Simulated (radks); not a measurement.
**Ionisation of Ge⁺: one atom, several choices of relativity**

One table from this session's results is given with a row withheld; the runs are named, their logs left out.

Program: radks (a radial shooting solver on a logarithmic mesh, Libxc functionals) version 1. Level of theory: Kohn-Sham, LDA (Slater exchange, Perdew-Wang correlation), spin-unpolarised, spherical densities. These are calculated values, not measurements, unless marked.

### The atom as given

| Property | Result |
| --- | --- |
| element | germanium (Z = 32) |
| charge | +1 |
| electrons | 31 |
| configuration | [Ar] 3d10 4s2 4p1 |
| ion | Ge²⁺, [Ar] 3d10 4s2 |
| choices | non-relativistic; scalar-relativistic; Dirac, 2j+1 shares; Dirac, low j first; scalar-relativistic, finite nucleus; Dirac, 2j+1 shares, finite nucleus; Dirac, c × 0.85; Dirac, c × 0.75; Dirac, c × 3 |

Set-up of the first run:

Settings of this run:

```text
Z 32
configuration [Ar] 3d10 4s2 4p1 5s0 4d0
relativity non-relativistic
functional lda,pw
spin unpolarised
nucleus point
```

Steps of the session up to this table: non-relativistic: Ge⁺.

One of the session's tables, all rows but one given; the rest of the session is left out.

It belongs to the step «non-relativistic: Ge⁺». From the orbitals of this run (lengths in bohr):

```
level     <r>  outermost maximum (interpolated)  90 % within  nodes
   2p  0.1854                             0.143        0.302      0
   3s  0.6364                             0.552        0.952      2
   3p  0.6525                             0.547         1.00      1
   3d  0.7316                             0.500         1.24      0
   4s   2.053                              1.73         3.07      3
   4p       ?                                 ?            ?      ?
   5s   5.514                              4.95         8.03      4
   4d   5.054                              4.04         7.91      1
```

Estimate the missing values for 4p.

**Answer.** <r>: 2.541; outermost maximum (interpolated): 2.08; 90 % within: 3.87; nodes: 2. In the column «<r>» it lies between 4s (2.053) and 4d (5.054).

Limits of these values: Spin polarisation and multiplet splitting of open shells are left out at every level.
